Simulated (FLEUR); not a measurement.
# AlSn (P-6m2) in FLEUR: settings compared, part 2 of 2

FLEUR MaX-R8.1 (later development tree). The steps go on from the part before.

### 4 Band structure, r2SCAN

Changes to inp.xml since step 3:

```diff
@@ -7,6 +7,7 @@
       <cutoffs Kmax="4.24" Gmax="13.2" GmaxXC="13.2" numbands="0"/>
-      <scfLoop itmax="60" minDistance="0.00001" maxIterBroyd="15" imix="Anderson" alpha="0.05" precondParam="0.0" spinf="2.0" sdNocoIR="T"/>
-      <coreElectrons ctail="T" frcor="F" kcrel="0" coretail_lmax="0"/>
+      <scfLoop itmax="80" minDistance="0.0001" maxIterBroyd="30" imix="Anderson" alpha="0.05" precondParam="0.0" spinf="2.0" sdNocoIR="T"/>
+      <coreElectrons ctail="F" frcor="F" kcrel="0" coretail_lmax="0"/>
       <xcFunctional name="LibXC" relativisticCorrections="F">
-         <LibXCName exchange="gga_x_am05" correlation="gga_c_am05"/>
+         <LibXCName exchange="mgga_x_r2scan" correlation="mgga_c_r2scan"/>
+         <AuxGGA exchange="117" correlation="130"/>
       </xcFunctional>
```

crystal.txt

```
AlSn
&input cartesian=F /
4.1981056157  0.0000000000  0.0000000000
-2.0990528078  3.6356661109  0.0000000000
0.0000000000  0.0000000000  3.3068470000
1.8897261246
1.0 1.0 1.0

2
50 0.3333333333  0.6666666667  0.5000000000
13 0.0000000000  0.0000000000  0.0000000000

&kpt div1=7 div2=7 div3=8 gamma=T /
```

Changes to inp.xml (bands) since step 3:

```diff
@@ -7,6 +7,7 @@
       <cutoffs Kmax="4.24" Gmax="13.2" GmaxXC="13.2" numbands="0"/>
-      <scfLoop itmax="60" minDistance="0.00001" maxIterBroyd="15" imix="Anderson" alpha="0.05" precondParam="0.0" spinf="2.0" sdNocoIR="T"/>
-      <coreElectrons ctail="T" frcor="F" kcrel="0" coretail_lmax="0"/>
+      <scfLoop itmax="80" minDistance="0.0001" maxIterBroyd="30" imix="Anderson" alpha="0.05" precondParam="0.0" spinf="2.0" sdNocoIR="T"/>
+      <coreElectrons ctail="F" frcor="F" kcrel="0" coretail_lmax="0"/>
       <xcFunctional name="LibXC" relativisticCorrections="F">
-         <LibXCName exchange="gga_x_am05" correlation="gga_c_am05"/>
+         <LibXCName exchange="mgga_x_r2scan" correlation="mgga_c_r2scan"/>
+         <AuxGGA exchange="117" correlation="130"/>
       </xcFunctional>
```

Started as:

```console
> inpgen -f crystal.txt -profile fastHighL
> # inp.xml edited to the form shown
> fleur_MPI
> fleur_MPI   # second run, on inp.xml (bands)
```

Wall time 2 min (1 thread of Arm Neoverse V2, shared host); peak memory 0.1 GiB.

The run converged. Its results:

| Quantity | Value |
| --- | --- |
| Free energy | -174753.5445 eV |
| Band gap along the path | none (metal or under the smearing width) |
| Valence electrons inside the program's atomic spheres | Sn 20.32; Al 9.27 (radii Sn 2.66, Al 2.31 bohr) |

Levels at the corners of the path, in eV from the Fermi level:
| point | band 13 | band 14 | band 15 | band 16 | band 17 | band 18 | band 19 | band 20 |
| --- | --- | --- | --- | --- | --- | --- | --- | --- |
| Γ | -21.96 | -11.02 | -0.31 | -0.31 | 1.04 | 2.79 | 3.31 | 3.31 |
| M | -21.95 | -9.07 | -6.69 | -2.01 | 0.80 | 4.72 | 6.97 | 7.64 |
| K | -21.96 | -8.61 | -6.71 | -4.17 | 5.34 | 5.93 | 6.24 | 6.46 |
| Γ | -21.96 | -11.02 | -0.31 | -0.31 | 1.04 | 2.79 | 3.31 | 3.31 |
| A | -21.90 | -7.79 | -6.56 | 2.83 | 2.83 | 3.79 | 3.79 | 4.17 |
| L | -21.89 | -5.93 | -4.49 | -3.40 | -2.37 | 1.21 | 2.50 | 4.08 |
| H | -21.89 | -5.52 | -3.89 | -3.38 | -2.59 | -0.91 | 0.23 | 8.23 |
| A | -21.90 | -7.79 | -6.56 | 2.83 | 2.83 | 3.79 | 3.79 | 4.17 |
| L | -21.89 | -5.93 | -4.49 | -3.40 | -2.37 | 1.21 | 2.50 | 4.08 |
| M | -21.95 | -9.07 | -6.69 | -2.01 | 0.80 | 4.72 | 6.97 | 7.64 |
| K | -21.96 | -8.61 | -6.71 | -4.17 | 5.34 | 5.93 | 6.24 | 6.46 |
| H | -21.89 | -5.52 | -3.89 | -3.38 | -2.59 | -0.91 | 0.23 | 8.23 |

Core levels (eV from the Fermi level):
```tsv
atom	levels
1 Sn	1s1/2 -28992.6, 2s1/2 -4371.7, 2p1/2 -4082.6, 2p3/2 -3852.0, 3s1/2 -840.0, 3p1/2 -722.6, 3p3/2 -680.5, 3d3/2 -473.5, 3d5/2 -464.8
2 Al	1s1/2 -1506.8
```

Caveat: the meta-GGA is that of a development version, with a GGA for the radial functions and cores and without core tails; spin-orbit coupling is left out, which moves the levels of the heavy elements.

### 5 Band structure, SCAN

Changes to inp.xml since step 4:

```diff
@@ -10,3 +10,3 @@
       <xcFunctional name="LibXC" relativisticCorrections="F">
-         <LibXCName exchange="mgga_x_r2scan" correlation="mgga_c_r2scan"/>
+         <LibXCName exchange="mgga_x_scan" correlation="mgga_c_scan"/>
          <AuxGGA exchange="117" correlation="130"/>
```

crystal.txt is that of step 4.

Changes to inp.xml (bands) since step 4:

```diff
@@ -10,3 +10,3 @@
       <xcFunctional name="LibXC" relativisticCorrections="F">
-         <LibXCName exchange="mgga_x_r2scan" correlation="mgga_c_r2scan"/>
+         <LibXCName exchange="mgga_x_scan" correlation="mgga_c_scan"/>
          <AuxGGA exchange="117" correlation="130"/>
```

Started as:

```console
> inpgen -f crystal.txt -profile fastHighL
> # inp.xml edited to the form shown
> fleur_MPI
> fleur_MPI   # second run, on inp.xml (bands)
```

It took 2.3 min on 1 thread of Arm Neoverse V2, shared host; peak memory 0.11 GiB.

It converged, with:

| Item | Value |
| --- | --- |
| Free energy | -174766.5929 eV |
| Band gap along the path | none (metal or under the smearing width) |
| Valence electrons inside the program's atomic spheres | Sn 20.35; Al 9.27 (radii Sn 2.66, Al 2.31 bohr) |

Levels at the corners of the path, in eV from the Fermi level:
```
point  band 14  band 15  band 16  band 17  band 18  band 19
    Γ   -10.99    -0.20    -0.20     0.71     2.77     3.20
    M    -9.10    -6.60    -1.94     0.67     4.65     6.91
    K    -8.68    -6.58    -4.14     5.23     5.74     5.93
    Γ   -10.99    -0.20    -0.20     0.71     2.77     3.20
    A    -7.81    -6.51     2.82     2.82     3.84     3.87
    L    -6.03    -4.48    -3.37    -2.33     1.19     2.57
    H    -5.65    -3.92    -3.30    -2.53    -0.94     0.28
    A    -7.81    -6.51     2.82     2.82     3.84     3.87
    L    -6.03    -4.48    -3.37    -2.33     1.19     2.57
    M    -9.10    -6.60    -1.94     0.67     4.65     6.91
    K    -8.68    -6.58    -4.14     5.23     5.74     5.93
    H    -5.65    -3.92    -3.30    -2.53    -0.94     0.28
```

Core levels (eV from the Fermi level):
```csv
atom,levels
1 Sn,"1s1/2 -28992.4, 2s1/2 -4371.6, 2p1/2 -4082.5, 2p3/2 -3851.9, 3s1/2 -839.9, 3p1/2 -722.5, 3p3/2 -680.4, 3d3/2 -473.3, 3d5/2 -464.6"
2 Al,1s1/2 -1506.8
```

Caveat: the meta-GGA is that of a development version, with a GGA for the radial functions and cores and without core tails; spin-orbit coupling is left out, which moves the levels of the heavy elements.
